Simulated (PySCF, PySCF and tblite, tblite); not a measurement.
# C₅H₉F₃O: conformers and averaged spectra, part 2 of 3

PySCF and tblite. Atoms count from 0. The steps go on from the part before.

## Step 4: GFN2-xTB relaxation, conformer 5

The job: settings as JSON, then the geometry in Å.

```
{"job": {"xc": "GFN2-xTB", "basis": "xTB", "kind": "relax"}, "charge": 0, "multiplicity": 1}
C      2.367700     0.607000    -0.167700
O      0.952200     0.833100    -0.264200
C      0.183700    -0.066300     0.545600
C      0.207600    -1.478600    -0.016600
C     -1.240200     0.512400     0.648200
C     -2.033400     0.502400    -0.651500
F     -2.277800    -0.753000    -1.074200
F     -1.418200     1.174400    -1.645700
F     -3.229200     1.087500    -0.445100
H      2.631100    -0.339600    -0.630700
H      2.688700     0.629600     0.873600
H      2.859400     1.412200    -0.706400
H      0.582200    -0.067700     1.569600
H      1.195800    -1.940500     0.152700
H     -0.536100    -2.113300     0.487900
H      0.034600    -1.500300    -1.077000
H     -1.801700    -0.040000     1.401600
H     -1.175200     1.547100     0.988100
```

The program printed:

```text
step      E/eV     max force
  0    -913.36027    1.142
  1    -913.40688    0.365
  2    -913.41739    0.225
  3    -913.42370    0.189
  4    -913.42643    0.144
  5    -913.42856    0.115
  6    -913.43060    0.102
  7    -913.43191    0.070
  8    -913.43261    0.052
  9    -913.43314    0.051
 10    -913.43373    0.065
 11    -913.43433    0.057
 12    -913.43485    0.058
 13    -913.43531    0.044
 14    -913.43577    0.056
 15    -913.43620    0.051
 16    -913.43657    0.043
 17    -913.43687    0.041
 18    -913.43715    0.048
 19    -913.43742    0.046
 20    -913.43769    0.046
 21    -913.43797    0.041
 22    -913.43828    0.039
 23    -913.43828    0.039
 24    -913.43843    0.029
 25    -913.43866    0.025
 26    -913.43874    0.024
 27    -913.43887    0.025
 28    -913.43899    0.028
 29    -913.43914    0.030
 30    -913.43928    0.031
 31    -913.43943    0.031
 32    -913.43962    0.031
 33    -913.43982    0.035
 34    -913.44000    0.031
 35    -913.44013    0.026
 36    -913.44024    0.028
 37    -913.44036    0.029
 38    -913.44049    0.029
 39    -913.44065    0.031
 40    -913.44083    0.036
 41    -913.44101    0.036
 42    -913.44121    0.035
 43    -913.44144    0.041
 44    -913.44173    0.048
 45    -913.44211    0.068
 46    -913.44253    0.072
 47    -913.44293    0.056
 48    -913.44325    0.035
 49    -913.44345    0.029
 50    -913.44357    0.028
 51    -913.44366    0.027
 52    -913.44376    0.029
 53    -913.44387    0.027
 54    -913.44399    0.033
 55    -913.44410    0.027
 56    -913.44421    0.022
 57    -913.44427    0.022
 58    -913.44438    0.023
 59    -913.44448    0.024
 60    -913.44458    0.024
 61    -913.44469    0.026
 62    -913.44484    0.029
 63    -913.44501    0.031
 64    -913.44520    0.031
 65    -913.44539    0.034
 66    -913.44558    0.030
 67    -913.44576    0.027
 68    -913.44591    0.027
 69    -913.44602    0.030
 70    -913.44611    0.024
 71    -913.44618    0.020
 72    -913.44625    0.020
 73    -913.44632    0.023
 74    -913.44638    0.026
 75    -913.44646    0.021
 76    -913.44656    0.024
 77    -913.44669    0.032
 78    -913.44684    0.044
 79    -913.44700    0.039
 80    -913.44712    0.023
 81    -913.44718    0.015
 82    -913.44722    0.017
 83    -913.44725    0.018
 84    -913.44728    0.013
 85    -913.44730    0.008
 86    -913.44732    0.009
 87    -913.44734    0.013
 88    -913.44737    0.017
 89    -913.44741    0.014
 90    -913.44745    0.015
 91    -913.44748    0.016
 92    -913.44751    0.016
 93    -913.44754    0.015
 94    -913.44756    0.012
 95    -913.44758    0.009
 96    -913.44759    0.009
 97    -913.44760    0.009
 98    -913.44762    0.007
 99    -913.44762    0.006
100    -913.44763    0.005
101    -913.44763    0.005
102    -913.44764    0.004
103    -913.44764    0.002
```

Run time: 0.58 s. Hardware: 1 thread of Arm Neoverse V1, shared host.

Gain 0.087 eV; displacement 0.16 Å root mean square.

## Step 5: Shieldings, conformer 1: PBE0/pcSseg-1

The job: settings as JSON, then the geometry in Å.

```
{"job": {"xc": "PBE0", "basis": "pcSseg-1", "kind": "nmr", "pop": true}, "charge": 0, "multiplicity": 1}
C      1.986500     1.042675    -0.901285
O      1.562076    -0.213804    -0.434865
C      0.367951    -0.203904     0.317032
C      0.391649    -1.428728     1.225254
C     -0.865337    -0.222503    -0.618975
C     -2.084421     0.411310     0.010396
F     -2.497299    -0.213405     1.123316
F     -3.133449     0.414193    -0.828862
F     -1.874980     1.692790     0.355065
H      1.279958     1.484615    -1.613298
H      2.936863     0.873029    -1.402828
H      2.131289     1.744466    -0.071456
H      0.331117     0.712227     0.928635
H      1.243070    -1.365609     1.896565
H     -0.519819    -1.491701     1.811148
H      0.499086    -2.324656     0.620086
H     -0.648201     0.341902    -1.528040
H     -1.114811    -1.246579    -0.899545
```

The program printed:

```text
coarse grid: 15360 points
cycle   1  E = -569.7960934492  dE =  1.211e+00  |g| = 1.013e+00  |ddm| = 3.531e+00
cycle   2  E = -569.6107785180  dE =  1.853e-01  |g| = 1.502e+00  |ddm| = 1.595e+00
cycle   3  E = -569.9727988081  dE = -3.620e-01  |g| = 9.886e-02  |ddm| = 1.055e+00
cycle   4  E = -569.9743246907  dE = -1.526e-03  |g| = 5.080e-02  |ddm| = 1.001e-01
cycle   5  E = -569.9748269069  dE = -5.022e-04  |g| = 1.048e-02  |ddm| = 4.218e-02
cycle   6  E = -569.9748424659  dE = -1.556e-05  |g| = 3.523e-03  |ddm| = 8.210e-03
cycle   7  E = -569.9748447403  dE = -2.274e-06  |g| = 3.200e-04  |ddm| = 2.749e-03
final grid: 150408 points
cycle   8  E = -570.0596823279  dE = -5.947e-05  |g| = 1.211e-02  |ddm| = 2.835e-02
cycle   9  E = -570.0596573913  dE =  2.494e-05  |g| = 1.722e-02  |ddm| = 1.818e-02
cycle  10  E = -570.0597103961  dE = -5.300e-05  |g| = 1.412e-03  |ddm| = 1.127e-02
cycle  11  E = -570.0597108205  dE = -4.245e-07  |g| = 2.524e-04  |ddm| = 1.502e-03
cycle  12  E = -570.0597108323  dE = -1.178e-08  |g| = 9.701e-05  |ddm| = 2.650e-04
cycle  13  E = -570.0597108336  dE = -1.290e-09  |g| = 2.645e-05  |ddm| = 7.134e-05
cycle  14  E = -570.0597108337  dE = -1.187e-10  |g| = 4.798e-06  |ddm| = 1.943e-05
converged SCF energy = -570.0597108337

GIAO shielding tensors (ppm)
atom      isotropic    diamagn.    paramagn.     s11        s22        s33       span
  0 C      128.364     245.002    -116.638     92.087    109.825    183.181     91.094
  1 O      294.324     396.977    -102.652    267.762    282.376    332.834     65.072
  2 C      110.361     246.822    -136.462     84.962     88.821    157.299     72.337
  3 C      161.862     247.254     -85.393    145.286    154.804    185.495     40.209
  4 C      144.989     252.939    -107.950    123.499    147.099    164.368     40.869
  5 C       51.826     244.456    -192.630     48.676     48.987     57.816      9.140
  6 F      257.191     474.818    -217.627    168.339    265.520    337.715    169.376
  7 F      246.229     470.518    -224.289    154.488    243.093    341.106    186.617
  8 F      256.738     476.003    -219.264    167.768    259.124    343.323    175.554
  9 H       28.245      30.649      -2.404     24.171     26.669     33.895      9.724
 10 H       27.886      28.371      -0.485     23.618     25.341     34.700     11.083
 11 H       28.540      29.801      -1.261     24.984     25.914     34.721      9.737
 12 H       28.301      33.805      -5.504     26.153     28.285     30.466      4.313
 13 H       30.254      29.695       0.559     26.006     27.684     37.073     11.068
 14 H       30.280      30.206       0.075     24.938     30.519     35.384     10.446
 15 H       30.563      30.278       0.284     27.627     28.233     35.828      8.202
 16 H       29.191      32.319      -3.127     25.070     30.076     32.427      7.357
 17 H       29.828      31.562      -1.734     26.558     29.706     33.220      6.663
```

Wall time 29 s (1 thread of Arm Neoverse V1, shared host); peak memory 1 GiB.

In short: HOMO -7.73 eV, LUMO 1.40 eV; dipole 1.63 D.

## Step 6: Shieldings, conformer 2: PBE0/pcSseg-1

The job: settings as JSON, then the geometry in Å.

```
{"job": {"xc": "PBE0", "basis": "pcSseg-1", "kind": "nmr", "pop": false}, "charge": 0, "multiplicity": 1}
C     -2.046982    -1.035150    -0.008357
O     -0.850643    -0.529160    -0.543562
C     -0.138242     0.351891     0.301206
C     -0.664739     1.786079     0.210174
C      1.328824     0.295838    -0.152061
C      2.011941    -0.981459     0.290436
F      3.308457    -0.993152    -0.070018
F      1.471057    -2.092808    -0.211558
F      1.999189    -1.122866     1.629040
H     -2.419544    -1.753440    -0.735262
H     -2.796290    -0.249457     0.139383
H     -1.870218    -1.543580     0.946870
H     -0.210486     0.005199     1.345360
H     -1.711263     1.820614     0.500443
H     -0.101888     2.437232     0.872487
H     -0.576009     2.146530    -0.811232
H      1.362914     0.335837    -1.241386
H      1.895163     1.128169     0.266049
```

The program printed:

```text
coarse grid: 15360 points
cycle   1  E = -569.7997951465  dE =  1.210e+00  |g| = 1.008e+00  |ddm| = 3.548e+00
cycle   2  E = -569.6318635403  dE =  1.679e-01  |g| = 1.468e+00  |ddm| = 1.457e+00
cycle   3  E = -569.9754102697  dE = -3.435e-01  |g| = 8.695e-02  |ddm| = 9.177e-01
cycle   4  E = -569.9765266735  dE = -1.116e-03  |g| = 4.656e-02  |ddm| = 8.238e-02
cycle   5  E = -569.9769596312  dE = -4.330e-04  |g| = 9.968e-03  |ddm| = 3.764e-02
cycle   6  E = -569.9769740313  dE = -1.440e-05  |g| = 3.616e-03  |ddm| = 8.245e-03
cycle   7  E = -569.9769763884  dE = -2.357e-06  |g| = 3.386e-04  |ddm| = 2.698e-03
final grid: 150408 points
cycle   8  E = -570.0597688636  dE = -5.735e-05  |g| = 1.193e-02  |ddm| = 2.986e-02
cycle   9  E = -570.0597473394  dE =  2.152e-05  |g| = 1.647e-02  |ddm| = 1.754e-02
cycle  10  E = -570.0597971745  dE = -4.984e-05  |g| = 1.456e-03  |ddm| = 1.014e-02
cycle  11  E = -570.0597976114  dE = -4.368e-07  |g| = 2.446e-04  |ddm| = 1.441e-03
cycle  12  E = -570.0597976207  dE = -9.379e-09  |g| = 1.186e-04  |ddm| = 2.641e-04
cycle  13  E = -570.0597976227  dE = -1.939e-09  |g| = 2.411e-05  |ddm| = 7.926e-05
cycle  14  E = -570.0597976228  dE = -1.023e-10  |g| = 6.079e-06  |ddm| = 1.931e-05
converged SCF energy = -570.0597976228

GIAO shielding tensors (ppm)
atom      isotropic    diamagn.    paramagn.     s11        s22        s33       span
  0 C      127.981     244.622    -116.641     91.629    108.296    184.017     92.389
  1 O      292.900     399.913    -107.013    260.413    272.936    345.351     84.938
  2 C      110.759     246.378    -135.618     86.705     89.768    155.805     69.099
  3 C      167.399     248.047     -80.648    147.612    167.114    187.472     39.860
  4 C      140.671     251.330    -110.658    124.706    134.909    162.399     37.693
  5 C       51.464     242.181    -190.716     47.944     49.918     56.532      8.588
  6 F      248.497     469.630    -221.133    158.351    243.294    343.845    185.493
  7 F      255.030     475.974    -220.944    171.530    261.756    331.804    160.274
  8 F      258.342     475.111    -216.769    167.549    260.025    347.452    179.903
  9 H       27.832      29.084      -1.252     23.802     25.117     34.577     10.774
 10 H       28.140      29.954      -1.814     23.586     26.153     34.682     11.096
 11 H       28.537      30.200      -1.662     24.161     26.818     34.633     10.473
 12 H       28.144      33.653      -5.509     25.554     28.230     30.648      5.094
 13 H       29.915      30.472      -0.557     24.886     28.872     35.987     11.101
 14 H       31.038      30.208       0.830     26.673     28.853     37.588     10.915
 15 H       30.804      30.442       0.362     27.186     28.858     36.368      9.183
 16 H       29.465      31.123      -1.659     26.435     29.470     32.489      6.055
 17 H       29.910      30.738      -0.827     25.044     30.718     33.968      8.924
```

Run time: 26 s. Hardware: 1 thread of Arm Neoverse V1, shared host; peak memory 1.2 GiB.

In short: HOMO -7.59 eV, LUMO 1.32 eV; dipole 2.96 D.

## Step 7: Shieldings, conformer 3: PBE0/pcSseg-1

The job: settings as JSON, then the geometry in Å.

```
{"job": {"xc": "PBE0", "basis": "pcSseg-1", "kind": "nmr", "pop": false}, "charge": 0, "multiplicity": 1}
C     -2.169928    -1.286874    -0.434521
O     -1.026118    -0.648490    -0.945408
C     -0.172295    -0.081534     0.031126
C     -0.754267     1.189071     0.652189
C      1.150465     0.200393    -0.702795
C      2.352740     0.194847     0.213659
F      3.495373     0.357884    -0.472103
F      2.480563    -0.954218     0.894524
F      2.328681     1.172357     1.134121
H     -2.633952    -1.792325    -1.279017
H     -2.883632    -0.574785    -0.007695
H     -1.901560    -2.025447     0.330350
H      0.008896    -0.827372     0.824414
H     -1.032476     1.885635    -0.135311
H     -1.637871     0.955828     1.240398
H     -0.025191     1.658859     1.304690
H      1.302644    -0.581767    -1.449172
H      1.109168     1.164253    -1.211106
```

The program printed:

```text
coarse grid: 15360 points
cycle   1  E = -569.7973427344  dE =  1.209e+00  |g| = 1.010e+00  |ddm| = 3.522e+00
cycle   2  E = -569.6212729839  dE =  1.761e-01  |g| = 1.484e+00  |ddm| = 1.529e+00
cycle   3  E = -569.9730988784  dE = -3.518e-01  |g| = 9.400e-02  |ddm| = 9.881e-01
cycle   4  E = -569.9744600278  dE = -1.361e-03  |g| = 4.901e-02  |ddm| = 9.412e-02
cycle   5  E = -569.9749334506  dE = -4.734e-04  |g| = 1.039e-02  |ddm| = 4.054e-02
cycle   6  E = -569.9749486597  dE = -1.521e-05  |g| = 3.515e-03  |ddm| = 8.271e-03
cycle   7  E = -569.9749508984  dE = -2.239e-06  |g| = 3.253e-04  |ddm| = 2.690e-03
final grid: 150408 points
cycle   8  E = -570.0598105641  dE = -5.773e-05  |g| = 1.222e-02  |ddm| = 2.807e-02
cycle   9  E = -570.0597851312  dE =  2.543e-05  |g| = 1.735e-02  |ddm| = 1.818e-02
cycle  10  E = -570.0598393122  dE = -5.418e-05  |g| = 1.401e-03  |ddm| = 1.113e-02
cycle  11  E = -570.0598397281  dE = -4.159e-07  |g| = 2.649e-04  |ddm| = 1.500e-03
cycle  12  E = -570.0598397405  dE = -1.237e-08  |g| = 1.005e-04  |ddm| = 2.673e-04
cycle  13  E = -570.0598397418  dE = -1.348e-09  |g| = 2.652e-05  |ddm| = 6.616e-05
cycle  14  E = -570.0598397419  dE = -1.230e-10  |g| = 4.763e-06  |ddm| = 2.014e-05
converged SCF energy = -570.0598397419

GIAO shielding tensors (ppm)
atom      isotropic    diamagn.    paramagn.     s11        s22        s33       span
  0 C      128.236     244.338    -116.102     92.240    109.018    183.450     91.210
  1 O      286.819     398.041    -111.223    259.721    264.275    336.459     76.738
  2 C      110.748     246.044    -135.296     87.238     87.497    157.509     70.270
  3 C      167.294     250.105     -82.811    148.110    165.326    188.445     40.335
  4 C      139.372     250.789    -111.416    120.045    136.720    161.352     41.307
  5 C       51.764     244.316    -192.552     48.543     49.452     57.298      8.755
  6 F      246.224     469.234    -223.010    155.576    242.007    341.088    185.512
  7 F      257.691     475.458    -217.768    167.876    261.907    343.289    175.413
  8 F      256.802     475.417    -218.615    168.457    263.756    338.194    169.736
  9 H       27.809      28.350      -0.541     23.642     25.269     34.517     10.875
 10 H       28.033      29.669      -1.636     23.594     26.184     34.320     10.726
 11 H       28.618      29.743      -1.125     24.832     26.260     34.762      9.929
 12 H       28.124      33.670      -5.546     25.403     27.572     31.396      5.992
 13 H       30.978      31.216      -0.238     27.864     28.293     36.778      8.914
 14 H       29.962      31.336      -1.375     25.142     28.716     36.027     10.885
 15 H       30.245      31.232      -0.987     24.944     30.541     35.251     10.307
 16 H       29.229      30.966      -1.736     24.849     30.016     32.822      7.973
 17 H       29.542      31.052      -1.511     26.443     29.757     32.424      5.981
```

Wall time 26 s (1 thread of Arm Neoverse V1, shared host); peak memory 1.1 GiB.

This run: HOMO -7.67 eV, LUMO 1.43 eV; dipole 2.42 D.

## Step 8: Shieldings, conformer 4: PBE0/pcSseg-1

The job: settings as JSON, then the geometry in Å.

```
{"job": {"xc": "PBE0", "basis": "pcSseg-1", "kind": "nmr", "pop": false}, "charge": 0, "multiplicity": 1}
C      1.737328     0.308127     1.413700
O      1.152631     0.687160     0.192456
C      0.487995    -0.332684    -0.509667
C      0.261952     0.177528    -1.929860
C     -0.828814    -0.786095     0.169130
C     -1.822061     0.323286     0.456093
F     -2.892180    -0.175206     1.113721
F     -2.314382     0.908107    -0.643683
F     -1.337899     1.296283     1.231662
H      2.359516     1.146052     1.720440
H      2.362133    -0.585668     1.292893
H      0.988440     0.122334     2.190850
H      1.130351    -1.232105    -0.545597
H     -0.275929     1.119712    -1.907575
H      1.224206     0.348518    -2.403661
H     -0.299879    -0.546447    -2.512482
H     -1.330936    -1.513852    -0.469423
H     -0.611231    -1.258735     1.129348
```

The program printed:

```text
coarse grid: 15360 points
cycle   1  E = -569.7954720112  dE =  1.216e+00  |g| = 1.009e+00  |ddm| = 3.531e+00
cycle   2  E = -569.6263179222  dE =  1.692e-01  |g| = 1.471e+00  |ddm| = 1.552e+00
cycle   3  E = -569.9715446440  dE = -3.452e-01  |g| = 9.619e-02  |ddm| = 9.947e-01
cycle   4  E = -569.9730033027  dE = -1.459e-03  |g| = 4.746e-02  |ddm| = 9.344e-02
cycle   5  E = -569.9734538648  dE = -4.506e-04  |g| = 9.985e-03  |ddm| = 3.958e-02
cycle   6  E = -569.9734679040  dE = -1.404e-05  |g| = 3.554e-03  |ddm| = 8.489e-03
cycle   7  E = -569.9734701421  dE = -2.238e-06  |g| = 2.617e-04  |ddm| = 2.613e-03
final grid: 150408 points
cycle   8  E = -570.0577296564  dE = -6.111e-05  |g| = 1.257e-02  |ddm| = 3.355e-02
cycle   9  E = -570.0577040010  dE =  2.566e-05  |g| = 1.765e-02  |ddm| = 1.887e-02
cycle  10  E = -570.0577602026  dE = -5.620e-05  |g| = 1.460e-03  |ddm| = 1.131e-02
cycle  11  E = -570.0577606519  dE = -4.493e-07  |g| = 2.543e-04  |ddm| = 1.535e-03
cycle  12  E = -570.0577606633  dE = -1.139e-08  |g| = 1.104e-04  |ddm| = 2.803e-04
cycle  13  E = -570.0577606650  dE = -1.694e-09  |g| = 2.713e-05  |ddm| = 7.605e-05
cycle  14  E = -570.0577606651  dE = -1.241e-10  |g| = 4.524e-06  |ddm| = 1.954e-05
converged SCF energy = -570.0577606651

GIAO shielding tensors (ppm)
atom      isotropic    diamagn.    paramagn.     s11        s22        s33       span
  0 C      128.008     245.320    -117.312     92.460    107.978    183.587     91.127
  1 O      295.269     397.960    -102.691    269.832    291.676    324.301     54.469
  2 C      109.618     244.901    -135.283     86.150     89.914    152.789     66.640
  3 C      163.421     247.131     -83.711    143.121    162.756    184.385     41.264
  4 C      148.870     254.308    -105.438    129.347    145.509    171.755     42.408
  5 C       51.544     241.371    -189.827     48.361     49.701     56.570      8.208
  6 F      235.151     471.183    -236.031    145.962    217.135    342.357    196.395
  7 F      248.576     474.598    -226.022    164.801    252.804    328.123    163.322
  8 F      255.374     476.064    -220.690    168.892    261.235    335.995    167.103
  9 H       27.770      28.832      -1.062     23.804     24.962     34.544     10.740
 10 H       28.696      29.660      -0.964     24.772     26.179     35.138     10.367
 11 H       28.014      30.809      -2.796     23.480     27.084     33.477      9.996
 12 H       28.164      32.377      -4.214     26.044     26.456     31.991      5.947
 13 H       29.735      30.419      -0.684     25.568     30.242     33.394      7.826
 14 H       30.208      29.386       0.822     25.874     27.787     36.963     11.089
 15 H       30.870      29.928       0.941     26.646     28.821     37.142     10.495
 16 H       29.988      31.417      -1.429     26.439     28.840     34.684      8.245
 17 H       28.956      32.201      -3.245     25.395     28.996     32.477      7.082
```

It took 27 s on 1 thread of Arm Neoverse V1, shared host; peak memory 0.98 GiB.

Key values: HOMO -7.68 eV, LUMO 1.07 eV; dipole 3.07 D.

(Continued in part 3 of 3.)
